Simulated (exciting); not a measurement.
# YTl (Pm-3m) in exciting: equation of state

How stiff is YTl in PBEsol, and what volume does it want? The cell is scaled to several volumes.

Everything below comes from runs of exciting (release sodium). Logs are shortened: lines on timing, memory, paths and dates and some standing lists are left out, and cuts for length are marked.

## 1. The structure

The structure is cubic, space group Pm-3m (No. 221). The conventional cell has a = 3.751 Å, b = 3.751 Å, c = 3.751 Å, α = 90.00°, β = 90.00°, γ = 90.00°. Tl (site symmetry m-3m) is surrounded by 8 Y at 3.25 Å. Around Y (site symmetry m-3m) lie 8 Tl at 3.25 Å.

## 2. Equation of state, PBEsol, 24.80 Å³/atom (volume scaled by 0.94)

input.xml reads:

```xml
<input>
  <title>YTl</title>
  <structure speciespath="./" tshift="false">
    <crystal scale="1">
      <basevect>6.943661628077 0.000000000000 0.000000000000</basevect>
      <basevect>0.000000000000 6.943661628077 0.000000000000</basevect>
      <basevect>0.000000000000 0.000000000000 6.943661628077</basevect>
    </crystal>
    <species speciesfile="Tl.xml" rmt="2.3">
      <atom coord="0.000000000000 0.000000000000 0.000000000000"/>
    </species>
    <species speciesfile="Y.xml" rmt="2.3">
      <atom coord="0.500000000000 0.500000000000 0.500000000000"/>
    </species>
  </structure>
  <groundstate do="fromscratch" ngridk="7 7 7" rgkmax="9" gmaxvr="14" lmaxapw="10" lmaxmat="10" lmaxvr="8" xctype="GGA_PBE_SOL" stype="Fermi Dirac" swidth="0.00183747" nempty="14" ValenceRelativity="iora*" epsengy="1e-05" epspot="1e-05" maxscl="60" outputlevel="normal"/>
</input>
```

Potentials or basis: all-electron LAPW+lo, shipped species files, valence relativity iora*.

Launch:

```
> OMP_NUM_THREADS=1 exciting_smp
```

INFO.OUT:

```text
================================================================================
EXCITING SODIUM started
[... 10 lines left out ...]

 Lattice vectors (cartesian) :
      6.9436616281      0.0000000000      0.0000000000
      0.0000000000      6.9436616281      0.0000000000
      0.0000000000      0.0000000000      6.9436616281

 Reciprocal lattice vectors (cartesian) :
      0.9048806874      0.0000000000      0.0000000000
      0.0000000000      0.9048806874      0.0000000000
      0.0000000000      0.0000000000      0.9048806874

 Unit cell volume                           :     334.7847347638
 Brillouin zone volume                      :       0.7409245037

 Species :    1 (Tl)
     parameters loaded from                 :    Tl.xml
     name                                   :    thallium
     nuclear charge                         :     -81.00000000
     electronic charge                      :      81.00000000
     atomic mass                            :  372567.96410000
     muffin-tin radius                      :       2.30000000
     # of radial points in muffin-tin       :     450

     atomic positions (lattice) :
       1 :   0.00000000  0.00000000  0.00000000

 Species :    2 (Y)
     parameters loaded from                 :    Y.xml
     name                                   :    yttrium
     nuclear charge                         :     -39.00000000
     electronic charge                      :      39.00000000
     atomic mass                            :  162065.45020000
     muffin-tin radius                      :       2.30000000
     # of radial points in muffin-tin       :     400

     atomic positions (lattice) :
       1 :   0.50000000  0.50000000  0.50000000

 Total number of atoms per unit cell        :       2

 Spin treatment                             :    spin-unpolarised

 Number of Bravais lattice symmetries       :      48
 Number of crystal symmetries               :      48

 k-point grid                               :       7    7    7
 Total number of k-points                   :      20
 k-point set is reduced with crystal symmetries

 R^MT_min * |G+k|_max (rgkmax)              :       9.00000000
 Species with R^MT_min                      :       1 (Tl)
 Maximum |G+k| for APW functions            :       3.91304348
 Maximum |G| for potential and density      :      14.00000000

 G-vector grid sizes                        :      32    32    32
 Total number of G-vectors                  :   15515

 Maximum angular momentum used for
     APW functions                          :      10
     computing H and O matrix elements      :      10
     potential and density                  :       8
     inner part of muffin-tin               :       2

 Total nuclear charge                       :    -120.00000000
 Total electronic charge                    :     120.00000000
 Total core charge                          :      90.00000000
 Total valence charge                       :      30.00000000

 Number of empty states                     :      14
 Total number of valence states             :      30

 Maximum Hamiltonian size                   :     378
 Maximum number of plane-waves              :     348
 Total number of local-orbitals             :      30

 Exchange-correlation type                  :      22
[... 23 lines left out ...]
+ SCF iteration number :    1                                                  +
++++++++++++++++++++++++++++++++++++++++++++++++++++++++++++++++++++++++++++++++
 Total energy                               :    -23649.55370361
 _______________________________________________________________
 Fermi energy                               :         0.34697575
 Kinetic energy                             :     27008.11710301
 Coulomb energy                             :    -50173.69525104
 Exchange energy                            :      -476.14175821
 Correlation energy                         :        -7.83379736

 DOS at Fermi energy (states/Ha/cell)       :        31.64311249

 Electron charges :
     core                                   :        90.00000000
     core leakage                           :         0.00082111
     valence                                :        30.00000000
     interstitial                           :         5.40947984
     charge in muffin-tin spheres :
                  atom     1    Tl          :        78.29010473
                  atom     2     Y          :        36.30041543
     total charge in muffin-tins            :       114.59052016
     total charge                           :       120.00000000

++++++++++++++++++++++++++++++++++++++++++++++++++++++++++++++++++++++++++++++++
+ SCF iteration number :    2                                                  +
++++++++++++++++++++++++++++++++++++++++++++++++++++++++++++++++++++++++++++++++
 Total energy                               :    -23661.06008491
 _______________________________________________________________
 Fermi energy                               :         0.34806911
 Kinetic energy                             :     27000.77398657
 Coulomb energy                             :    -50177.68175367
 Exchange energy                            :      -476.31648227
 Correlation energy                         :        -7.83583554

 DOS at Fermi energy (states/Ha/cell)       :        30.48200039

 Electron charges :
     core                                   :        90.00000000
     core leakage                           :         0.00079668
     valence                                :        30.00000000
     interstitial                           :         5.34321917
     charge in muffin-tin spheres :
                  atom     1    Tl          :        78.39002086
                  atom     2     Y          :        36.26675997
     total charge in muffin-tins            :       114.65678083
     total charge                           :       120.00000000

 RMS change in effective potential (target) :  0.461323E-01  ( 0.100000E-04)
 Absolute change in total energy   (target) :   11.5064      ( 0.100000E-04)
 Charge distance                   (target) :  0.174064E-02  ( 0.100000E-04)

++++++++++++++++++++++++++++++++++++++++++++++++++++++++++++++++++++++++++++++++
+ SCF iteration number :    3                                                  +
++++++++++++++++++++++++++++++++++++++++++++++++++++++++++++++++++++++++++++++++
 Total energy                               :    -23665.07115162
 _______________________________________________________________
 Fermi energy                               :         0.34806870
 Kinetic energy                             :     26998.00860623
 Coulomb energy                             :    -50178.86600570
 Exchange energy                            :      -476.37717170
 Correlation energy                         :        -7.83658045

 DOS at Fermi energy (states/Ha/cell)       :        32.93356313

 Electron charges :
     core                                   :        90.00000000
     core leakage                           :         0.00078763
     valence                                :        30.00000000
     interstitial                           :         5.31376642
     charge in muffin-tin spheres :
                  atom     1    Tl          :        78.42630619
                  atom     2     Y          :        36.25992739
     total charge in muffin-tins            :       114.68623358
     total charge                           :       120.00000000
[... 268 lines left out ...]
 DOS at Fermi energy (states/Ha/cell)       :        33.65459354

 Electron charges :
     core                                   :        90.00000000
     core leakage                           :         0.00078255
     valence                                :        30.00000000
     interstitial                           :         5.28467680
     charge in muffin-tin spheres :
                  atom     1    Tl          :        78.44354547
                  atom     2     Y          :        36.27177773
     total charge in muffin-tins            :       114.71532320
     total charge                           :       120.00000000

 RMS change in effective potential (target) :  0.249366E-08  ( 0.100000E-04)
 Absolute change in total energy   (target) :  0.222796E-05  ( 0.100000E-04)
 Charge distance                   (target) :  0.167794E-08  ( 0.100000E-04)

++++++++++++++++++++++++++++++++++++++++++++++++++++++++++++++++++++++++++++++++
+ SCF iteration number :   14                                                  +
++++++++++++++++++++++++++++++++++++++++++++++++++++++++++++++++++++++++++++++++
 Total energy                               :    -23666.85622297
 _______________________________________________________________
 Fermi energy                               :         0.34697621
 Kinetic energy                             :     26996.38769455
 Coulomb energy                             :    -50179.00154983
 Exchange energy                            :      -476.40537566
 Correlation energy                         :        -7.83699204

 DOS at Fermi energy (states/Ha/cell)       :        33.65459244

 Electron charges :
     core                                   :        90.00000000
     core leakage                           :         0.00078255
     valence                                :        30.00000000
     interstitial                           :         5.28467679
     charge in muffin-tin spheres :
                  atom     1    Tl          :        78.44354546
                  atom     2     Y          :        36.27177774
     total charge in muffin-tins            :       114.71532321
     total charge                           :       120.00000000

 RMS change in effective potential (target) :  0.303728E-08  ( 0.100000E-04)
 Absolute change in total energy   (target) :  0.849956E-06  ( 0.100000E-04)
 Charge distance                   (target) :  0.582685E-09  ( 0.100000E-04)

++++++++++++++++++++++++++++++++++++++++++++++++++++++++++++++++++++++++++++++++
| Convergency criteria checked for the last 2 iterations                       +
| Convergence targets achieved. Performing final SCF iteration                 +
++++++++++++++++++++++++++++++++++++++++++++++++++++++++++++++++++++++++++++++++
 Total energy                               :    -23666.85622193
 _______________________________________________________________
 Fermi energy                               :         0.34697621
 Kinetic energy                             :     26996.38769509
 Coulomb energy                             :    -50179.00154935
 Exchange energy                            :      -476.40537563
 Correlation energy                         :        -7.83699204

 DOS at Fermi energy (states/Ha/cell)       :        33.65459286

 Electron charges :
     core                                   :        90.00000000
     core leakage                           :         0.00078255
     valence                                :        30.00000000
     interstitial                           :         5.28467680
     charge in muffin-tin spheres :
                  atom     1    Tl          :        78.44354547
                  atom     2     Y          :        36.27177774
     total charge in muffin-tins            :       114.71532320
     total charge                           :       120.00000000

++++++++++++++++++++++++++++++++++++++++++++++++++++++++++++++++++++++++++++++++
[... 12 lines left out ...]
| EXCITING SODIUM stopped                                                      =
================================================================================
```

It took 62 s on 1 thread of Arm Neoverse V2, shared host; peak memory 0.14 GiB.

What came out:

```yaml
Free_energy: -644007.9762 eV
Band_gap_on_the_k_mesh: none (metal or under the smearing width)
All_electrons_inside_the_program's_atomic_spheres: Tl 78.44; Y 36.27 (radii Tl 2.3, Y 2.3 bohr)
```

Caveat: the log's total energy holds no entropy term; the free energy is that total less TS from the occupations.

## 3. Equation of state, PBEsol, 25.33 Å³/atom (volume scaled by 0.96)

Edit input.xml of step 2 so:

```diff
@@ -4,5 +4,5 @@
     <crystal scale="1">
-      <basevect>6.943661628077 0.000000000000 0.000000000000</basevect>
-      <basevect>0.000000000000 6.943661628077 0.000000000000</basevect>
-      <basevect>0.000000000000 0.000000000000 6.943661628077</basevect>
+      <basevect>6.992562264701 0.000000000000 0.000000000000</basevect>
+      <basevect>0.000000000000 6.992562264701 0.000000000000</basevect>
+      <basevect>0.000000000000 0.000000000000 6.992562264701</basevect>
     </crystal>
```

Potentials or basis: all-electron LAPW+lo, shipped species files, valence relativity iora*.

Launch:

```
> OMP_NUM_THREADS=1 exciting_smp
```

Wall time 64 s (1 thread of Arm Neoverse V2, shared host); peak memory 0.14 GiB.

The run converged. Its results:

* Free energy: -644007.9932 eV
* Band gap on the k mesh: none (metal or under the smearing width)
* All electrons inside the program's atomic spheres: Tl 78.44; Y 36.26 (radii Tl 2.3, Y 2.3 bohr)

Caveat: the log's total energy holds no entropy term; the free energy is that total less TS from the occupations.

## 4. Equation of state, PBEsol, 25.86 Å³/atom (volume scaled by 0.98)

Edit input.xml of step 3 so:

```diff
@@ -4,5 +4,5 @@
     <crystal scale="1">
-      <basevect>6.992562264701 0.000000000000 0.000000000000</basevect>
-      <basevect>0.000000000000 6.992562264701 0.000000000000</basevect>
-      <basevect>0.000000000000 0.000000000000 6.992562264701</basevect>
+      <basevect>7.040788356026 0.000000000000 0.000000000000</basevect>
+      <basevect>0.000000000000 7.040788356026 0.000000000000</basevect>
+      <basevect>0.000000000000 0.000000000000 7.040788356026</basevect>
     </crystal>
```

Launch:

```
> OMP_NUM_THREADS=1 exciting_smp
```

Run time: 66 s. Hardware: 1 thread of Arm Neoverse V2, shared host; peak memory 0.14 GiB.

The run converged. Its results:

```yaml
Free_energy: -644008.0012 eV
Band_gap_on_the_k_mesh: none (metal or under the smearing width)
All_electrons_inside_the_program's_atomic_spheres: Tl 78.43; Y 36.25 (radii Tl 2.3, Y 2.3 bohr)
```

Caveat: the log's total energy holds no entropy term; the free energy is that total less TS from the occupations.

## 5. Equation of state, PBEsol, 26.39 Å³/atom

Edit input.xml of step 4 so:

```diff
@@ -4,5 +4,5 @@
     <crystal scale="1">
-      <basevect>7.040788356026 0.000000000000 0.000000000000</basevect>
-      <basevect>0.000000000000 7.040788356026 0.000000000000</basevect>
-      <basevect>0.000000000000 0.000000000000 7.040788356026</basevect>
+      <basevect>7.088362693471 0.000000000000 0.000000000000</basevect>
+      <basevect>0.000000000000 7.088362693471 0.000000000000</basevect>
+      <basevect>0.000000000000 0.000000000000 7.088362693471</basevect>
     </crystal>
```

Launch:

```
> OMP_NUM_THREADS=1 exciting_smp
```

It took 67 s on 1 thread of Arm Neoverse V2, shared host; peak memory 0.14 GiB.

Results (log left out):

| Property | Result |
| --- | --- |
| Free energy | -644007.9999 eV |
| Band gap on the k mesh | none (metal or under the smearing width) |
| All electrons inside the program's atomic spheres | Tl 78.42; Y 36.23 (radii Tl 2.3, Y 2.3 bohr) |

Caveat: the log's total energy holds no entropy term; the free energy is that total less TS from the occupations.

## 6. Equation of state, PBEsol, 26.92 Å³/atom (volume scaled by 1.02)

Edit input.xml of step 5 so:

```diff
@@ -4,5 +4,5 @@
     <crystal scale="1">
-      <basevect>7.088362693471 0.000000000000 0.000000000000</basevect>
-      <basevect>0.000000000000 7.088362693471 0.000000000000</basevect>
-      <basevect>0.000000000000 0.000000000000 7.088362693471</basevect>
+      <basevect>7.135306860922 0.000000000000 0.000000000000</basevect>
+      <basevect>0.000000000000 7.135306860922 0.000000000000</basevect>
+      <basevect>0.000000000000 0.000000000000 7.135306860922</basevect>
     </crystal>
```

Potentials or basis: all-electron LAPW+lo, shipped species files, valence relativity iora*.

Launch:

```
> OMP_NUM_THREADS=1 exciting_smp
```

Wall time 69 s (1 thread of Arm Neoverse V2, shared host); peak memory 0.14 GiB.

Results (log left out):

* Free energy: -644007.9909 eV
* Band gap on the k mesh: none (metal or under the smearing width)
* All electrons inside the program's atomic spheres: Tl 78.42; Y 36.22 (radii Tl 2.3, Y 2.3 bohr)

Caveat: the log's total energy holds no entropy term; the free energy is that total less TS from the occupations.

## 7. Equation of state, PBEsol, 27.44 Å³/atom (volume scaled by 1.04)

Edit input.xml of step 6 so:

```diff
@@ -4,5 +4,5 @@
     <crystal scale="1">
-      <basevect>7.135306860922 0.000000000000 0.000000000000</basevect>
-      <basevect>0.000000000000 7.135306860922 0.000000000000</basevect>
-      <basevect>0.000000000000 0.000000000000 7.135306860922</basevect>
+      <basevect>7.181641320523 0.000000000000 0.000000000000</basevect>
+      <basevect>0.000000000000 7.181641320523 0.000000000000</basevect>
+      <basevect>0.000000000000 0.000000000000 7.181641320523</basevect>
     </crystal>
```

Launch:

```
> OMP_NUM_THREADS=1 exciting_smp
```

Wall time 77 s (1 thread of Arm Neoverse V2, shared host); peak memory 0.15 GiB.

The run converged. Its results:

| Property | Result |
| --- | --- |
| Free energy | -644007.9753 eV |
| Band gap on the k mesh | none (metal or under the smearing width) |
| All electrons inside the program's atomic spheres | Tl 78.41; Y 36.21 (radii Tl 2.3, Y 2.3 bohr) |

Caveat: the log's total energy holds no entropy term; the free energy is that total less TS from the occupations.

## 8. Equation of state, PBEsol, 27.97 Å³/atom (volume scaled by 1.06)

Edit input.xml of step 7 so:

```diff
@@ -4,5 +4,5 @@
     <crystal scale="1">
-      <basevect>7.181641320523 0.000000000000 0.000000000000</basevect>
-      <basevect>0.000000000000 7.181641320523 0.000000000000</basevect>
-      <basevect>0.000000000000 0.000000000000 7.181641320523</basevect>
+      <basevect>7.227385492232 0.000000000000 0.000000000000</basevect>
+      <basevect>0.000000000000 7.227385492232 0.000000000000</basevect>
+      <basevect>0.000000000000 0.000000000000 7.227385492232</basevect>
     </crystal>
```

Launch:

```
> OMP_NUM_THREADS=1 exciting_smp
```

Wall time 74 s (1 thread of Arm Neoverse V2, shared host); peak memory 0.15 GiB.

The run converged. Its results:

```
Free energy                                       : -644007.9540 eV
Band gap on the k mesh                            : none (metal or under the smearing width)
All electrons inside the program's atomic spheres : Tl 78.40; Y 36.20 (radii Tl 2.3, Y 2.3 bohr)
```

Caveat: the log's total energy holds no entropy term; the free energy is that total less TS from the occupations.

## 9. Equation of state, PBEsol

Potentials or basis: all-electron LAPW+lo, shipped species files, valence relativity iora*.

This step only gathers the single runs of the series.

Results:

```
Equilibrium volume                      : 26.05 Å³/atom
Bulk modulus                            : 62 GPa
Pressure derivative of the bulk modulus : 5.3 (rough: it moves with the points fitted)
```

Energy against volume, from the lowest point:
| volume (Å³/atom) | energy (meV/atom) |
| --- | --- |
| 24.805 | 12.46 |
| 25.333 | 3.98 |
| 25.861 | 0.00 |
| 26.388 | 0.62 |
| 26.916 | 5.12 |
| 27.444 | 12.95 |
| 27.972 | 23.58 |

Spin-orbit coupling is left out, which matters for the levels of Tl.
